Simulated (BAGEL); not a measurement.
# UHF/3-21G (density fitting with qzvpp-jkfit) run of CH5GeO (SMILES [CH3][GeH][OH])

Aim: the vertical ionisation energy of CH5GeO at UHF/3-21G (density fitting with qzvpp-jkfit), from 2 runs. 

The calculation is run with BAGEL 1.2.2.

2 further runs of the same task are left out: 1 that didn't finish, 1 set aside as unsound or not needed.

## (1) The structure to begin with

The species is CH5GeO (8 atoms), meant as a doublet with charge 0. SMILES: `[CH3][GeH][OH]`. The shape is that of a PBE0-D4/def2-TZVP optimisation. This is one conformer, not always the lowest.

Bond lengths: C1–Ge2 1.954 Å, Ge2–O3 1.792 Å, C1–H4 1.090 Å, C1–H5 1.092 Å, C1–H6 1.090 Å, Ge2–H7 1.564 Å, O3–H8 0.960 Å. Angles: C1–Ge2–O3 103.5°, C1–Ge2–H7 112.3°, O3–Ge2–H7 107.9°, Ge2–C1–H4 110.3°, Ge2–C1–H5 108.7°, Ge2–C1–H6 109.9°, Ge2–O3–H8 112.7°, H4–C1–H5 109.5°, H4–C1–H6 109.3°, H5–C1–H6 109.1°.

## (2) A single-point energy at UHF/3-21G (density fitting with qzvpp-jkfit)

File calc.json:

```json
{ "bagel": [

{
  "title": "molecule",
  "basis": "3-21g",
  "df_basis": "qzvpp-jkfit",
  "angstrom": "true",
  "geometry": [
    { "atom": "C", "xyz": [   -0.669700,    0.837400,   -0.542800 ] },
    { "atom": "Ge", "xyz": [    0.882200,   -0.278900,   -0.139000 ] },
    { "atom": "O", "xyz": [    0.160100,   -1.768900,    0.546400 ] },
    { "atom": "H", "xyz": [   -0.349800,    1.807700,   -0.923500 ] },
    { "atom": "H", "xyz": [   -1.247600,    0.978300,    0.373300 ] },
    { "atom": "H", "xyz": [   -1.296000,    0.347300,   -1.287700 ] },
    { "atom": "H", "xyz": [    1.802100,    0.357700,    0.954000 ] },
    { "atom": "H", "xyz": [    0.810900,   -2.337900,    0.963600 ] }
  ]
},
{ "title": "uhf", "nopen": 1 },
{ "title": "print", "file": "orbitals.molden", "orbitals": "true" }

]}
```

On the command line:

```bash
BAGEL_NUM_THREADS=1 BAGEL calc.json > calc.out
```

The log of the run:

```text
* using 1 threads per process

  ===============================================================
  ===============================================================

  *** Geometry ***

  { "atom" : "C", "xyz" : [     -1.265550,      1.582457,     -1.025743 ] },
  { "atom" : "Ge", "xyz" : [      1.667116,     -0.527045,     -0.262672 ] },
  { "atom" : "O", "xyz" : [      0.302545,     -3.342737,      1.032546 ] },
  { "atom" : "H", "xyz" : [     -0.661026,      3.416058,     -1.745162 ] },
  { "atom" : "H", "xyz" : [     -2.357622,      1.848719,      0.705435 ] },
  { "atom" : "H", "xyz" : [     -2.449085,      0.656302,     -2.433400 ] },
  { "atom" : "H", "xyz" : [      3.405475,      0.675955,      1.802799 ] },
  { "atom" : "H", "xyz" : [      1.532379,     -4.417991,      1.820940 ] },

  Number of auxiliary basis functions:      508

  Since a DF basis is specified, we compute 2- and 3-index integrals:
    o Being stored without compression. Storage requirement is 0.010 GB

  Number of basis functions:       50
  Number of electrons      :       51

    * METHOD: MOLECULE                             0.21

  *** Open-shell HF ***

  === Nuclear Repulsion ===
   196.6527064697

      * DIIS with orbital gradients will be used.

  === UHF iteration (3-21g) ===
      0      -2180.19451344          0.05347592           0.08
      1      -2180.29408319          0.03288436           0.08
      2      -2180.32471595          0.02165584           0.08
      3      -2180.34395349          0.00117122           0.08
      4      -2180.34425851          0.00051542           0.08
      5      -2180.34432179          0.00016570           0.08
      6      -2180.34434247          0.00004715           0.08
      7      -2180.34434648          0.00001561           0.08
      8      -2180.34434726          0.00000752           0.08
      9      -2180.34434751          0.00000342           0.08
     10      -2180.34434754          0.00000154           0.08
     11      -2180.34434755          0.00000068           0.08
     12      -2180.34434755          0.00000029           0.08
     13      -2180.34434755          0.00000016           0.08
     14      -2180.34434755          0.00000007           0.08
     15      -2180.34434755          0.00000004           0.08
     16      -2180.34434755          0.00000002           0.08
     17      -2180.34434755          0.00000001           0.08
    * SCF iteration converged.

    * S^2 (UHF) is 0.7529

    * Permanent dipole moment:
           (   -0.608668,    -0.202543,     0.141071) a.u.

    * METHOD: UHF                                  1.61

    * METHOD: PRINT                                0.01

  ===============================================================
```

Run time: 1.9 s. Hardware: 1 thread of Arm Neoverse V1, shared host.

## (3) The singlet cation

File job.json:

```json
{ "bagel" : [

{
  "title" : "molecule",
  "basis" : "3-21g",
  "df_basis" : "qzvpp-jkfit",
  "angstrom" : true,
  "geometry" : [
    { "atom" : "C", "xyz" : [      -0.669700,       0.837400,      -0.542800 ] },
    { "atom" : "Ge", "xyz" : [       0.882200,      -0.278900,      -0.139000 ] },
    { "atom" : "O", "xyz" : [       0.160100,      -1.768900,       0.546400 ] },
    { "atom" : "H", "xyz" : [      -0.349800,       1.807700,      -0.923500 ] },
    { "atom" : "H", "xyz" : [      -1.247600,       0.978300,       0.373300 ] },
    { "atom" : "H", "xyz" : [      -1.296000,       0.347300,      -1.287700 ] },
    { "atom" : "H", "xyz" : [       1.802100,       0.357700,       0.954000 ] },
    { "atom" : "H", "xyz" : [       0.810900,      -2.337900,       0.963600 ] }
  ]
},

{ "title" : "hf", "charge" : 1 },

{ "title" : "print", "file" : "orbitals.molden", "orbitals" : true }

]}
```

On the command line:

```bash
BAGEL_NUM_THREADS=1 BAGEL job.json > job.out
```

The log of the run:

```text
* using 1 threads per process

  ===============================================================
  ===============================================================

  *** Geometry ***

  { "atom" : "C", "xyz" : [     -1.265550,      1.582457,     -1.025743 ] },
  { "atom" : "Ge", "xyz" : [      1.667116,     -0.527045,     -0.262672 ] },
  { "atom" : "O", "xyz" : [      0.302545,     -3.342737,      1.032546 ] },
  { "atom" : "H", "xyz" : [     -0.661026,      3.416058,     -1.745162 ] },
  { "atom" : "H", "xyz" : [     -2.357622,      1.848719,      0.705435 ] },
  { "atom" : "H", "xyz" : [     -2.449085,      0.656302,     -2.433400 ] },
  { "atom" : "H", "xyz" : [      3.405475,      0.675955,      1.802799 ] },
  { "atom" : "H", "xyz" : [      1.532379,     -4.417991,      1.820940 ] },

  Number of auxiliary basis functions:      508

  Since a DF basis is specified, we compute 2- and 3-index integrals:
    o Being stored without compression. Storage requirement is 0.010 GB

  Number of basis functions:       50
  Number of electrons      :       51

    * METHOD: MOLECULE                             0.21

  *** RHF ***

  === Nuclear Repulsion ===
   196.6527064697

      * DIIS with orbital gradients will be used.

  === RHF iteration (3-21g) ===
      0      -2179.90095561          0.02664408           0.04
      1      -2179.98627322          0.02157073           0.04
      2      -2180.06298208          0.00215243           0.04
      3      -2180.06449761          0.00077963           0.04
      4      -2180.06472097          0.00023622           0.04
      5      -2180.06476140          0.00007341           0.04
      6      -2180.06476678          0.00002374           0.04
      7      -2180.06476743          0.00000622           0.04
      8      -2180.06476747          0.00000172           0.04
      9      -2180.06476748          0.00000052           0.04
     10      -2180.06476748          0.00000033           0.04
     11      -2180.06476748          0.00000010           0.04
     12      -2180.06476748          0.00000003           0.04
     13      -2180.06476748          0.00000001           0.04
     14      -2180.06476748          0.00000000           0.04
    * SCF iteration converged.

    * Permanent dipole moment:
           (   -1.200819,    -0.302017,     0.435384) a.u.

    * METHOD: HF                                   0.73

    * METHOD: PRINT                                0.01

  ===============================================================
```

It took 1.1 s on 1 thread of Arm Neoverse V1, shared host.

## (4) Summary of results

At UHF/3-21G (density fitting with qzvpp-jkfit):

| quantity | value |
| --- | --- |
| doublet CH5GeO: total energy | -2180.34435 Eh |
| doublet CH5GeO: dipole moment | 1.67 D |
| doublet CH5GeO: ⟨S²⟩ | 0.753 |
| singlet cation: total energy | -2180.06477 Eh |
| singlet cation: HOMO energy | -18.07 eV |
| singlet cation: LUMO energy | -6.89 eV |
| singlet cation: HOMO–LUMO gap | 11.18 eV |
| vertical ionisation energy (to the singlet cation) | 7.608 eV |

In words: Removing an electron at fixed nuclei costs 7.61 eV (734 kJ/mol). Only the singlet of the ionised species was computed; a triplet could lie lower.
